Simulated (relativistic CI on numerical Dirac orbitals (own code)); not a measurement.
# Lu XLV (Lu⁴⁴⁺): levels and lines

Aim: the low levels of Lu⁴⁴⁺, their labels and the strongest lines; further runs change one setting each.

Program: relativistic CI on numerical Dirac orbitals (own code) version 2. Level of theory: Dirac-Coulomb-Breit CI, KLI orbitals optimised for each configuration, model QED (radiative potential, 1s self-energy scaled to tabulated hydrogen-like ionisation energies). These are calculated values, not measurements, unless marked.

## 1. What is computed

* ion: Lu⁴⁴⁺ (Lu XLV)
* nuclear charge: 71
* electrons: 27
* isotope: A = 175
* first configuration typed: [Ar] 3d9

The outer shells:

first configuration typed
```
[Ar] core
3d [↑↓][↑↓][↑↓][↑↓][↑ ]
```

## 2. The main run

Settings of the run:

```ini
atom Lu  Z=71  charge=44  electrons=27
nucleus A=175  rms_radius_fm=5.3700
hamiltonian dirac-coulomb  breit=on  qed=on  c_scale=1
orbitals kli  potential=per-configuration
slater_scale 1
correlation none
mixing on
configurations
  [Ar] 3d9
  [Ne] 3s2 3p5 3d10
  [Ne] 3s 3p6 3d10
  [Ar] 3d8 4s
  [Ar] 3d8 4p
  [Ne] 3s2 3p4 3d10 4s
  [Ar] 3d8 4d
  [Ne] 3s2 3p4 3d10 4p
  [Ne] 3s2 3p5 3d9 4s
  [Ar] 3d8 4f
  [Ne] 3s2 3p4 3d10 4d
  [Ne] 3s 3p5 3d10 4s
  [Ne] 3s2 3p5 3d9 4p
  [Ne] 3s 3p5 3d10 4p
  [Ar] 3d7 4s2
  [Ne] 3s2 3p5 3d9 4d
  [Ne] 3s 3p6 3d9 4s
  [Ar] 3d7 4s 4p
  [Ne] 3s 3p5 3d10 4d
  [Ne] 3p6 3d10 4s
  [Ar] 3d8 5s
  [Ne] 3s2 3p5 3d9 4f
  [Ar] 3d7 4p2
  [Ar] 3d7 4s 4d
  [Ne] 3s 3p6 3d9 4p
  [Ar] 3d8 5p
  [Ne] 3p6 3d10 4p
  [Ar] 3d8 5d
  [Ne] 3s2 3p5 3d8 4s2
  [Ar] 3d7 4p 4d
  [Ne] 3p6 3d10 4d
  [Ar] 3d8 5f
  [Ne] 3s 3p6 3d9 4d
  [Ar] 3d8 5g
  [Ne] 3s2 3p5 3d8 4s 4p
  [Ar] 3d7 4d2
end
```

From the run's result record (rounded, not every field):

```text
{
  "status": "converged",
  "levels [i, E_cm, J2, conf, term, w_term, jj, w_jj, g, tau_s]": [
    [0, 0, 5, "3s2 3p6 3d9", "2D", 0.9996, "3d5/2^5", 0.9996, 1.191, "-"],
    [1, 439368.66, 3, "3s2 3p6 3d9", "2D", 0.9996, "3d3/2^3 3d5/2^6", 0.9996, 0.789, 7.364e-07],
    [2, 3361684.3, 3, "3s2 3p5 3d10", "2P*", 0.9992, "3p3/2^3", 0.9992, 1.323, 6.755e-13],
    [3, 5391475.2, 1, "3s2 3p5 3d10", "2P*", 0.9988, "3p1/2 3p3/2^4", 0.9988, 0.6514, 2.157e-13],
    [4, 7182247.7, 1, "3s 3p6 3d10", "2S", 0.9986, "3s", 0.9986, 1.988, 3.149e-13],
    [5, 11582832, 9, "3s2 3p6 3d8 4s", "4F", 0.8817, "3d5/2^4 4s", 0.9859, 1.298, 2.014e-09],
    [6, 11606046, 7, "3s2 3p6 3d8 4s", "2F", 0.6246, "3d5/2^4 4s", 0.9881, 1.124, 1.241e-10],
    [7, 11657231, 5, "3s2 3p6 3d8 4s", "2D", 0.4835, "3d5/2^4 4s", 0.9963, 1.338, 3.05e-10],
    [8, 11667760, 3, "3s2 3p6 3d8 4s", "2D", 0.5066, "3d5/2^4 4s", 0.9922, 0.9843, 1.131e-10],
    [9, 11807350, 1, "3s2 3p6 3d8 4s", "2S", 0.4661, "3d5/2^4 4s", 0.9779, 2.046, 6.794e-11],
    [10, 12016021, 7, "3s2 3p6 3d8 4s", "4F", 0.7322, "3d3/2^3 3d5/2^5 4s", 0.9975, 1.203, 3.067e-10],
    [11, 12021354, 5, "3s2 3p6 3d8 4s", "4F", 0.6448, "3d3/2^3 3d5/2^5 4s", 0.997, 0.966, 2.408e-10],
    [12, 12087837, 5, "3s2 3p6 3d8 4s", "4P", 0.494, "3d3/2^3 3d5/2^5 4s", 0.9922, 1.289, 2.543e-10],
    [13, 12093006, 3, "3s2 3p6 3d8 4s", "4P", 0.3059, "3d3/2^3 3d5/2^5 4s", 0.9832, 1.094, 2.1e-10],
    [14, 12127081, 3, "3s2 3p6 3d8 4s", "4P", 0.6069, "3d3/2^3 3d5/2^5 4s", 0.9948, 1.536, 1.875e-10],
    [15, 12133314, 9, "3s2 3p6 3d8 4s", "2G", 0.8816, "3d3/2^3 3d5/2^5 4s", 0.9859, 1.128, 2.594e-10],
    [16, 12137465, 7, "3s2 3p6 3d8 4s", "2G", 0.8683, "3d3/2^3 3d5/2^5 4s", 0.9895, 0.9132, 1.98e-10],
    [17, 12142262, 1, "3s2 3p6 3d8 4s", "2P", 0.6762, "3d3/2^3 3d5/2^5 4s", 0.9965, 1.301, 9.674e-11],
    [18, 12298087, 7, "3s2 3p6 3d8 4p", "4D*", 0.4937, "3d5/2^4 4p1/2", 0.9845, 1.279, 1.594e-11],
    [19, 12311395, 9, "3s2 3p6 3d8 4p", "2G*", 0.4124, "3d5/2^4 4p1/2", 0.9873, 1.148, 2.575e-11],
    [20, 12369202, 3, "3s2 3p6 3d8 4p", "2D*", 0.3139, "3d5/2^4 4p1/2", 0.9924, 1.254, 2.475e-11],
    [21, 12375771, 5, "3s2 3p6 3d8 4p", "2F*", 0.3988, "3d5/2^4 4p1/2", 0.9927, 1.07, 2.54e-11],
    [22, 12493327, 3, "3s2 3p6 3d8 4s", "4F", 0.5647, "3d3/2^2 3d5/2^6 4s", 0.9851, 0.6105, 3.429e-10],
    [23, 12502153, 5, "3s2 3p6 3d8 4s", "2F", 0.3534, "3d3/2^2 3d5/2^6 4s", 0.9915, 1.055, 1.686e-10],
    [24, 12517540, 1, "3s2 3p6 3d8 4p", "2P*", 0.5956, "3d5/2^4 4p1/2", 0.9729, 0.6656, 1.083e-11],
    [25, 12685289, 1, "3s2 3p6 3d8 4s", "2S", 0.5276, "3d3/2^2 3d5/2^6 4s", 0.9798, 1.967, 7.674e-11],
    [26, 12732555, 7, "3s2 3p6 3d8 4p", "4G*", 0.5615, "3d3/2^3 3d5/2^5 4p1/2", 0.996, 1.011, 1.988e-12],
    [27, 12735633, 5, "3s2 3p6 3d8 4p", "4F*", 0.3897, "3d3/2^3 3d5/2^5 4p1/2", 0.9902, 1.118, 4.593e-13],
    [28, 12799989, 3, "3s2 3p6 3d8 4p", "4D*", 0.2407, "3d3/2^3 3d5/2^5 4p1/2", 0.9846, 1.189, 1.053e-12],
    [29, 12812130, 5, "3s2 3p6 3d8 4p", "2D*", 0.2464, "3d3/2^3 3d5/2^5 4p1/2", 0.9829, 1.068, 3.275e-13],
    [30, 12830663, 1, "3s2 3p6 3d8 4p", "4P*", 0.5586, "3d3/2^3 3d5/2^5 4p1/2", 0.9901, 1.808, 2.635e-11],
    [31, 12845995, 9, "3s2 3p6 3d8 4p", "2H*", 0.6835, "3d3/2^3 3d5/2^5 4p1/2", 0.9841, 0.9745, 2.571e-11],
    [32, 12858394, 3, "3s2 3p6 3d8 4p", "4D*", 0.4402, "3d3/2^3 3d5/2^5 4p1/2", 0.9889, 1.263, 2.332e-13],
    [33, 12859947, 7, "3s2 3p6 3d8 4p", "2F*", 0.5468, "3d3/2^3 3d5/2^5 4p1/2", 0.9794, 1.078, 1.868e-13],
    [34, 12986646, 11, "3s2 3p6 3d8 4p", "4G*", 0.8756, "3d5/2^4 4p3/2", 0.9883, 1.242, 3.243e-12],
    "... 365 more rows left out ..."
  ],
  "lines, the strongest and those to the lowest levels [upper, lower, type, S_au, A_per_s, branching]": [
    [6, 0, "E2", 0.002724, 8.03e+09, 0.9964],
    [7, 0, "E2", 0.0006262, 2.516e+09, 0.7674],
    [8, 0, "E2", 0.0009974, 6.039e+09, 0.6828],
    [10, 0, "E2", 0.0008692, 3.048e+09, 0.9347],
    [11, 1, "E2", 0.0008741, 3.4e+09, 0.819],
    [12, 0, "E2", 0.00051, 2.457e+09, 0.6247],
    [15, 0, "E2", 0.001309, 3.855e+09, 0.9999],
    [16, 1, "E2", 0.001569, 4.811e+09, 0.9525],
    [23, 1, "E2", 0.0012, 5.721e+09, 0.9647],
    [75, 0, "E2", 0.0005917, 9.674e+09, 0.03442],
    [78, 0, "E2", 0.002156, 1.425e+10, 0.05239],
    [79, 0, "E2", 0.0009545, 1.058e+10, 0.03896],
    [81, 0, "E2", 0.001055, 8.847e+09, 0.03387],
    [83, 0, "E2", 0.0002682, 9.087e+09, 0.03435],
    [84, 0, "E2", 0.001084, 1.849e+10, 0.04827],
    [105, 0, "E2", 0.001334, 1.017e+10, 0.02344],
    [106, 1, "E2", 0.0005432, 8.931e+09, 0.03206],
    [112, 1, "E2", 0.0004055, 1.369e+10, 0.04683],
    [113, 1, "E2", 0.001328, 1.506e+10, 0.05371],
    [116, 1, "E2", 0.0005497, 9.38e+09, 0.03362],
    [118, 1, "E2", 0.001415, 1.212e+10, 0.04385],
    [134, 1, "E2", 0.0004515, 8.685e+09, 0.02764],
    [137, 1, "E2", 0.0003232, 1.249e+10, 0.04489],
    [170, 0, "E2", 0.00243, 2.451e+10, 0.03604],
    [376, 0, "E2", 0.001366, 5.797e+10, 0.04229],
    [377, 0, "E2", 0.002344, 7.466e+10, 0.072],
    [384, 0, "E2", 0.004539, 1.168e+11, 0.08695],
    [398, 0, "E2", 0.003556, 1.183e+11, 0.05754]
  ],
  "n_levels_all": 3960,
  "total_energy [Ha]": -13183.318409,
  "configurations [conf, odd, states, E_av_cm, breit_Ha, qed_Ha, corr_Ha]": [
    ["3s2 3p6 3d9", 0, 10, 185529, 14.06, 9.978, "-"],
    ["3s2 3p5 3d10", 1, 6, 4.05014e+06, 13.96, 9.963, "-"],
    ["3s 3p6 3d10", 0, 2, 7.20004e+06, 14, 9.841, "-"],
    ["3s2 3p6 3d8 4s", 0, 90, 1.20039e+07, 14.01, 10.03, "-"],
    ["3s2 3p6 3d8 4p", 1, 270, 1.31834e+07, 14.03, 9.988, "-"],
    ["3s2 3p4 3d10 4s", 0, 30, 1.96542e+07, 13.81, 9.998, "-"],
    ["3s2 3p6 3d8 4d", 0, 450, 1.46025e+07, 13.99, 9.983, "-"],
    ["3s2 3p4 3d10 4p", 1, 90, 2.08377e+07, 13.82, 9.956, "-"],
    ["3s2 3p5 3d9 4s", 1, 120, 1.57981e+07, 13.91, 10.01, "-"],
    ["3s2 3p6 3d8 4f", 1, 630, 1.58337e+07, 13.96, 9.983, "-"],
    ["3s2 3p4 3d10 4d", 0, 150, 2.22455e+07, 13.78, 9.951, "-"],
    ["3s 3p5 3d10 4s", 1, 24, 2.27488e+07, 13.84, 9.875, "-"],
    ["3s2 3p5 3d9 4p", 0, 360, 1.69796e+07, 13.92, 9.972, "-"],
    ["3s 3p5 3d10 4p", 0, 72, 2.39154e+07, 13.86, 9.834, "-"],
    "... 22 more rows left out ..."
  ],
  "radial 3s2 3p6 3d9 [Ha, bohr]": {"<r^-3>(3d)": 535.53, "<r^1>(3d)": 0.18476, "<r^2>(3d)": 0.039703, "<r^4>(3d)": 0.0026854, "zeta(3d)": 0.79838},
  "radial 3s2 3p5 3d10 [Ha, bohr]": {"<r^-3>(3p)": 3363.7, "<r^1>(3p)": 0.20503, "<r^2>(3p)": 0.048717, "<r^4>(3p)": 0.0036688, "zeta(3p)": 6.1657},
  "ionisation_energy [eV]": 3705.55
}
```

It took 5.8 s on 1 thread, shared host.

Lowest levels:

```
                                 level  energy (eV)  LS purity (%)  jj purity (%)  radiative lifetime (s)
                             3d9 2D5/2         0.00            100            100                       -
                             3d9 2D3/2        54.47            100            100                 7.4e-07
                       3p5 3d10 2P°3/2       416.80            100            100                 6.8e-13
                       3p5 3d10 2P°1/2       668.46            100            100                 2.2e-13
                     3s 3p6 3d10 2S1/2       890.49            100            100                 3.1e-13
                          3d8 4s 4F9/2      1436.09             88             99                   2e-09
             3d8 4s [3d5/2^4 4s] J=7/2      1438.97             62             99                 1.2e-10
             3d8 4s [3d5/2^4 4s] J=5/2      1445.31             48            100                   3e-10
             3d8 4s [3d5/2^4 4s] J=3/2      1446.62             51             99                 1.1e-10
             3d8 4s [3d5/2^4 4s] J=1/2      1463.92             47             98                 6.8e-11
     3d8 4s [3d3/2^3 3d5/2^5 4s] J=7/2      1489.80             73            100                 3.1e-10
     3d8 4s [3d3/2^3 3d5/2^5 4s] J=5/2      1490.46             64            100                 2.4e-10
3d8 4s [3d3/2^3 3d5/2^5 4s] J=5/2 (ii)      1498.70             49             99                 2.5e-10
     3d8 4s [3d3/2^3 3d5/2^5 4s] J=3/2      1499.34             31             98                 2.1e-10
```

Where the configurations lie:

```
configuration  levels among the lowest 60  parity  lowest (eV)  highest (eV)
          3d9                           2    even         0.00         54.47
     3p5 3d10                           2     odd       416.80        668.46
  3s 3p6 3d10                           1    even       890.49        890.49
       3d8 4s                          16    even      1436.09       1572.78
       3d8 4p                          39     odd      1524.77       1681.79
```

Strongest E1 lines among the lowest 400 of 3960 levels, by gA:

```
                                     upper      lower  wavelength (nm)   A (1/s)
                        3d8 4f 2F°7/2 (vi)  3d9 2D5/2           0.6213  3.37e+14
3d8 4f [3d3/2^3 3d5/2^5 4f5/2] J=5/2° (iv)  3d9 2D5/2           0.6213  2.84e+14
                        3d8 4f 2F°5/2 (vi)  3d9 2D3/2           0.6198  2.31e+14
                        3d8 4f 2D°3/2 (iv)  3d9 2D3/2           0.6234  2.85e+14
                        3d8 4f 2P°3/2 (iv)  3d9 2D5/2           0.6234  1.92e+14
     3d8 4f [3d3/2^2 3d5/2^6 4f5/2] J=5/2°  3d9 2D3/2           0.6243  1.15e+14
        3d8 4f [3d5/2^4 4f7/2] J=7/2° (ii)  3d9 2D5/2           0.6414  7.38e+13
3d8 4f [3d3/2^3 3d5/2^5 4f7/2] J=5/2° (iv)  3d9 2D3/2           0.6404  7.31e+13
        3d8 4f [3d5/2^4 4f7/2] J=5/2° (ii)  3d9 2D5/2           0.6418  6.88e+13
                       3d8 4f 2P°1/2 (iii)  3d9 2D3/2           0.6381  1.67e+14
```

## 3. Without QED terms

Settings: those of step 2 with these lines changed.

```diff
@@ -2,3 +2,3 @@
 nucleus A=175  rms_radius_fm=5.3700
-hamiltonian dirac-coulomb  breit=on  qed=on  c_scale=1
+hamiltonian dirac-coulomb  breit=on  qed=off  c_scale=1
 orbitals kli  potential=per-configuration
```

Main fields:

```text
{
  "status": "converged",
  "levels [i, E_cm, J2, conf, term, w_term, w_jj]": [
    [0, 0, 5, "3s2 3p6 3d9", "2D", 0.9996, 0.9996],
    [1, 438198.64, 3, "3s2 3p6 3d9", "2D", 0.9996, 0.9996],
    [2, 3365453, 3, "3s2 3p5 3d10", "2P*", 0.9992, 0.9992],
    [3, 5392957.4, 1, "3s2 3p5 3d10", "2P*", 0.9989, 0.9989],
    [4, 7211811.9, 1, "3s 3p6 3d10", "2S", 0.9986, 0.9986],
    [5, 11572021, 9, "3s2 3p6 3d8 4s", "4F", 0.8818, 0.9859],
    [6, 11595263, 7, "3s2 3p6 3d8 4s", "2F", 0.6246, 0.988],
    [7, 11646452, 5, "3s2 3p6 3d8 4s", "2D", 0.4835, 0.9963],
    [8, 11656986, 3, "3s2 3p6 3d8 4s", "2D", 0.5067, 0.9922],
    [9, 11796548, 1, "3s2 3p6 3d8 4s", "2S", 0.4657, 0.9778],
    [10, 12004060, 7, "3s2 3p6 3d8 4s", "4F", 0.7321, 0.9975],
    [11, 12009396, 5, "3s2 3p6 3d8 4s", "4F", 0.645, 0.997],
    [12, 12075878, 5, "3s2 3p6 3d8 4s", "4P", 0.494, 0.9921],
    [13, 12081044, 3, "3s2 3p6 3d8 4s", "4P", 0.3062, 0.9831],
    [14, 12115129, 3, "3s2 3p6 3d8 4s", "4P", 0.6066, 0.9948],
    [15, 12121370, 9, "3s2 3p6 3d8 4s", "2G", 0.8818, 0.9859],
    "... 384 more rows left out ..."
  ],
  "n_levels_all": 3960,
  "total_energy [Ha]": -13193.294395,
  "configurations [conf, odd, states, E_av_cm, breit_Ha, qed_Ha, corr_Ha]": [
    ["3s2 3p6 3d9", 0, 10, 185007, 14.06, 9.978, "-"],
    ["3s2 3p5 3d10", 1, 6, 4.05309e+06, 13.96, 9.963, "-"],
    ["3s 3p6 3d10", 0, 2, 7.22962e+06, 14, 9.841, "-"],
    ["3s2 3p6 3d8 4s", 0, 90, 1.19921e+07, 14.01, 10.03, "-"],
    ["3s2 3p6 3d8 4p", 1, 270, 1.31807e+07, 14.03, 9.988, "-"],
    ["3s2 3p4 3d10 4s", 0, 30, 1.96494e+07, 13.81, 9.998, "-"],
    ["3s2 3p6 3d8 4d", 0, 450, 1.4601e+07, 13.99, 9.983, "-"],
    ["3s2 3p4 3d10 4p", 1, 90, 2.08421e+07, 13.82, 9.956, "-"],
    ["3s2 3p5 3d9 4s", 1, 120, 1.57898e+07, 13.91, 10.01, "-"],
    ["3s2 3p6 3d8 4f", 1, 630, 1.58323e+07, 13.96, 9.983, "-"],
    ["3s2 3p4 3d10 4d", 0, 150, 2.2251e+07, 13.78, 9.951, "-"],
    ["3s 3p5 3d10 4s", 1, 24, 2.27709e+07, 13.84, 9.875, "-"],
    ["3s2 3p5 3d9 4p", 0, 360, 1.69804e+07, 13.92, 9.972, "-"],
    ["3s 3p5 3d10 4p", 0, 72, 2.39466e+07, 13.86, 9.834, "-"],
    "... 22 more rows left out ..."
  ],
  "ionisation_energy [eV]": 3705.46
}
```

Run time: 4.1 s. Hardware: 1 thread, shared host.

Shifts of the excitation energies against the main run, counted from its lowest level (eV):

```
                                 level  main run  shift
                             3d9 2D3/2     54.47  -0.15
                       3p5 3d10 2P°3/2    416.80  +0.47
                       3p5 3d10 2P°1/2    668.46  +0.18
                     3s 3p6 3d10 2S1/2    890.49  +3.67
                          3d8 4s 4F9/2   1436.09  -1.34
             3d8 4s [3d5/2^4 4s] J=7/2   1438.97  -1.34
             3d8 4s [3d5/2^4 4s] J=5/2   1445.31  -1.34
             3d8 4s [3d5/2^4 4s] J=3/2   1446.62  -1.34
             3d8 4s [3d5/2^4 4s] J=1/2   1463.92  -1.34
     3d8 4s [3d3/2^3 3d5/2^5 4s] J=7/2   1489.80  -1.48
     3d8 4s [3d3/2^3 3d5/2^5 4s] J=5/2   1490.46  -1.48
3d8 4s [3d3/2^3 3d5/2^5 4s] J=5/2 (ii)   1498.70  -1.48
```

## 4. Without the Breit term

Settings: those of step 3 with these lines changed.

```diff
@@ -2,3 +2,3 @@
 nucleus A=175  rms_radius_fm=5.3700
-hamiltonian dirac-coulomb  breit=on  qed=off  c_scale=1
+hamiltonian dirac-coulomb  breit=off  qed=on  c_scale=1
 orbitals kli  potential=per-configuration
```

Main fields:

```text
{
  "status": "converged",
  "levels [i, E_cm, J2, conf, term, w_term, w_jj]": [
    [0, 0, 5, "3s2 3p6 3d9", "2D", 0.9996, 0.9996],
    [1, 448814.7, 3, "3s2 3p6 3d9", "2D", 0.9996, 0.9996],
    [2, 3380474.2, 3, "3s2 3p5 3d10", "2P*", 0.9992, 0.9992],
    [3, 5432535.3, 1, "3s2 3p5 3d10", "2P*", 0.9989, 0.9989],
    [4, 7199543, 1, "3s 3p6 3d10", "2S", 0.9986, 0.9986],
    [5, 11590882, 9, "3s2 3p6 3d8 4s", "4F", 0.8793, 0.9868],
    [6, 11613352, 7, "3s2 3p6 3d8 4s", "2F", 0.6236, 0.9888],
    [7, 11660203, 5, "3s2 3p6 3d8 4s", "2D", 0.4845, 0.9964],
    [8, 11670339, 3, "3s2 3p6 3d8 4s", "2D", 0.5071, 0.9924],
    [9, 11805275, 1, "3s2 3p6 3d8 4s", "2S", 0.4716, 0.9795],
    [10, 12031852, 7, "3s2 3p6 3d8 4s", "4F", 0.733, 0.9976],
    [11, 12036456, 5, "3s2 3p6 3d8 4s", "4F", 0.6456, 0.9971],
    [12, 12102689, 5, "3s2 3p6 3d8 4s", "4P", 0.4945, 0.9924],
    [13, 12106829, 3, "3s2 3p6 3d8 4s", "4P", 0.3496, 0.9844],
    [14, 12137255, 3, "3s2 3p6 3d8 4s", "4P", 0.5633, 0.9943],
    [15, 12151770, 1, "3s2 3p6 3d8 4s", "2P", 0.6753, 0.9966],
    "... 384 more rows left out ..."
  ],
  "n_levels_all": 3960,
  "total_energy [Ha]": -13197.392978,
  "configurations [conf, odd, states, E_av_cm, breit_Ha, qed_Ha, corr_Ha]": [
    ["3s2 3p6 3d9", 0, 10, 188621, 14.06, 9.978, "-"],
    ["3s2 3p5 3d10", 1, 6, 4.07586e+06, 13.96, 9.963, "-"],
    ["3s 3p6 3d10", 0, 2, 7.21682e+06, 14, 9.841, "-"],
    ["3s2 3p6 3d8 4s", 0, 90, 1.20171e+07, 14.01, 10.03, "-"],
    ["3s2 3p6 3d8 4p", 1, 270, 1.31939e+07, 14.03, 9.988, "-"],
    ["3s2 3p4 3d10 4s", 0, 30, 1.97133e+07, 13.81, 9.998, "-"],
    ["3s2 3p6 3d8 4d", 0, 450, 1.46217e+07, 13.99, 9.983, "-"],
    ["3s2 3p4 3d10 4p", 1, 90, 2.08942e+07, 13.82, 9.956, "-"],
    ["3s2 3p5 3d9 4s", 1, 120, 1.58347e+07, 13.91, 10.01, "-"],
    ["3s2 3p6 3d8 4f", 1, 630, 1.58583e+07, 13.96, 9.983, "-"],
    ["3s2 3p4 3d10 4d", 0, 150, 2.23104e+07, 13.78, 9.951, "-"],
    ["3s 3p5 3d10 4s", 1, 24, 2.27993e+07, 13.84, 9.875, "-"],
    ["3s2 3p5 3d9 4p", 0, 360, 1.70136e+07, 13.92, 9.972, "-"],
    ["3s 3p5 3d10 4p", 0, 72, 2.39632e+07, 13.86, 9.834, "-"],
    "... 22 more rows left out ..."
  ],
  "ionisation_energy [eV]": 3708.18
}
```

Wall time 4.1 s (1 thread, shared host).

Shifts of the excitation energies against the main run, counted from its lowest level (eV):

```
                                 level  main run  shift
                             3d9 2D3/2     54.47  +1.17
                       3p5 3d10 2P°3/2    416.80  +2.33
                       3p5 3d10 2P°1/2    668.46  +5.09
                     3s 3p6 3d10 2S1/2    890.49  +2.14
                          3d8 4s 4F9/2   1436.09  +1.00
             3d8 4s [3d5/2^4 4s] J=7/2   1438.97  +0.91
             3d8 4s [3d5/2^4 4s] J=5/2   1445.31  +0.37
             3d8 4s [3d5/2^4 4s] J=3/2   1446.62  +0.32
             3d8 4s [3d5/2^4 4s] J=1/2   1463.92  -0.26
     3d8 4s [3d3/2^3 3d5/2^5 4s] J=7/2   1489.80  +1.96
     3d8 4s [3d3/2^3 3d5/2^5 4s] J=5/2   1490.46  +1.87
3d8 4s [3d3/2^3 3d5/2^5 4s] J=5/2 (ii)   1498.70  +1.84
```

## 5. The runs side by side

| run | time | mean size of shift, levels followed (cm⁻¹) | lowest level | ionisation energy (eV) |
| --- | --- | --- | --- | --- |
| main run | 5.8 s | 0 | 3d9 2D5/2 | 3705.6 |
| without QED terms | 4.1 s | 10484 | 3d9 2D5/2 | 3705.5 |
| without the Breit term | 4.1 s | 12947 | 3d9 2D5/2 | 3708.2 |

The tabulated theoretical ionisation energy (NIST) is 3706 eV.

## 6. Summary of results

| quantity | value |
| --- | --- |
| lowest level | 3d9 2D5/2 |
| first excitation | 3d9 2D3/2, 439369 cm⁻¹ |
| lowest level of the other parity | 3p5 3d10 2P°3/2, 416.80 eV |
| levels in the model | 3960 |
| fastest E1 line (by rate) to the lowest level among the lowest 400 of 3960 levels | 0.6213 nm, from 3d8 4f 2F°7/2 (vi) |
| ionisation energy | 3705.6 eV |
| ionisation energy, tabulated theoretical (NIST) | 3706 eV |

The lowest level is 3d9 2D5/2, 100 % pure in LS and 100 % in jj coupling; over the low levels the means are 72 and 99 %, so jj coupling describes them better. The ionisation energy agrees with the tabulated theoretical value within its uncertainty of 4 eV. Of the changes tried, the run «without the Breit term» moves the low levels most, by 12947 cm⁻¹ on average. Lifetimes count radiative decay inside the model alone.
